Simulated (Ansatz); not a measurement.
# ClH7N2OSi2: a ladder of functionals and wavefunction methods

The task here is to estimate one member of a computed series from the others.

Program: Ansatz 0.2.0, Gaussian basis. Level of theory: functionals in def2-TZVPP, the program's frozen cores in correlated methods. These are calculated values, not measurements.

Plan: PBE-D4, r2SCAN-D4, PBE0-D4, B3LYP-D4, ωB97X-V, ωB97M-V, B2PLYP; CCSD(T)/def2-TZVPP; MP2/def2-QZVPP; extrapolation to the limit.

### The geometry

An earlier PBE0-D4 in a triple-zeta def2 set relaxation fixed the geometry.

SMILES `N[Si@H](Cl)[Si@@H](N)O`, 13 atoms, charge 0, spin multiplicity 1.

Atoms are counted from 1 here; the program's logs count them from 0.

Bond lengths: N1–Si2 1.717 Å, N1–H7 1.009 Å, N1–H8 1.008 Å, Si2–O3 1.651 Å, Si2–Si4 2.336 Å, Si2–H9 1.481 Å, O3–H10 0.960 Å, Si4–N5 1.701 Å, Si4–Cl6 2.111 Å, Si4–H11 1.482 Å, N5–H12 1.008 Å, N5–H13 1.007 Å. Angles: Si2–N1–H7 119.9°, Si2–N1–H8 120.5°, H7–N1–H8 110.8°, N1–Si2–O3 118.0°, N1–Si2–Si4 102.8°, N1–Si2–H9 106.6°, O3–Si2–Si4 109.0°, O3–Si2–H9 104.6°, Si4–Si2–H9 116.4°, Si2–O3–H10 116.3°, Si2–Si4–N5 109.9°, Si2–Si4–Cl6 101.2°, Si2–Si4–H11 119.6°, N5–Si4–Cl6 114.4°, N5–Si4–H11 108.2°, Cl6–Si4–H11 103.5°, Si4–N5–H12 119.6°, Si4–N5–H13 122.6° and more.

The first run:

in.yaml reads:

```yaml
crystal:
  periodic: [false, false, false]
  atoms:
    - {symbol: N, position_ang: [-0.274354, -1.024450, -1.542477]}
    - {symbol: Si, position_ang: [0.828041, -0.888150, -0.233204]}
    - {symbol: O, position_ang: [2.399669, -0.519101, -0.578580]}
    - {symbol: Si, position_ang: [-0.094280, 0.838151, 1.041677]}
    - {symbol: N, position_ang: [-1.750749, 0.548041, 1.296703]}
    - {symbol: Cl, position_ang: [0.320128, 2.513834, -0.173967]}
    - {symbol: H, position_ang: [-0.531653, -0.204587, -2.070532]}
    - {symbol: H, position_ang: [-0.272384, -1.843667, -2.130320]}
    - {symbol: H, position_ang: [0.890562, -2.221224, 0.409286]}
    - {symbol: H, position_ang: [2.576880, 0.389542, -0.832220]}
    - {symbol: H, position_ang: [0.518361, 1.193908, 2.343726]}
    - {symbol: H, position_ang: [-2.290640, 0.084477, 0.583438]}
    - {symbol: H, position_ang: [-2.319591, 1.133236, 1.886448]}
basis:
  gaussian: {orbitals: def2-TZVPP}
hamiltonian: {xc: pbe, dispersion: d4}
output: {forces: true, orbitals: {seedname: orbitals}}
```

Launch:

```console
$ ansatz run in.yaml --threads 2 --pin off --events-out ev --progress --plain --max-ram 32768MiB --backend cuda --devices 0, --max-vram 18GiB
```

Among the steps run: PBE-D4 (GGA); r2SCAN-D4 (meta-GGA); PBE0-D4 (hybrid); B3LYP-D4 (hybrid); ωB97X-V (range-separated); ωB97M-V (range-separated); B2PLYP (double hybrid); CCSD(T) in def2-TZVPP; MP2 in def2-QZVPP.

One table of the session follows, with a row left open; its other results are not shown here.

```
            method  atomisation energy (kJ/mol)
            PBE-D4                       4594.1
         r2SCAN-D4                       4526.7
           PBE0-D4                       4508.0
          B3LYP-D4                       4538.4
           ωB97X-V                       4572.1
           ωB97M-V                       4563.4
            B2PLYP                       4475.6
     HF/def2-TZVPP                            ?
    MP2/def2-TZVPP                       4465.0
   CCSD/def2-TZVPP                       4320.3
CCSD(T)/def2-TZVPP                       4390.8
           MP2/CBS                       4628.0
       CCSD(T)/CBS                       4553.9
```

Estimate the missing values for HF/def2-TZVPP.

**Answer.** atomisation energy (kJ/mol): 3159.4. In the column «atomisation energy (kJ/mol)» it is the lowest.

Caveats from the session: Free atoms (2 N, 2 Si, 1 O, 1 Cl, 7 H) were run apart at each level; the atomisation energy is their sum less the molecule, without zero-point or spin-orbit terms.
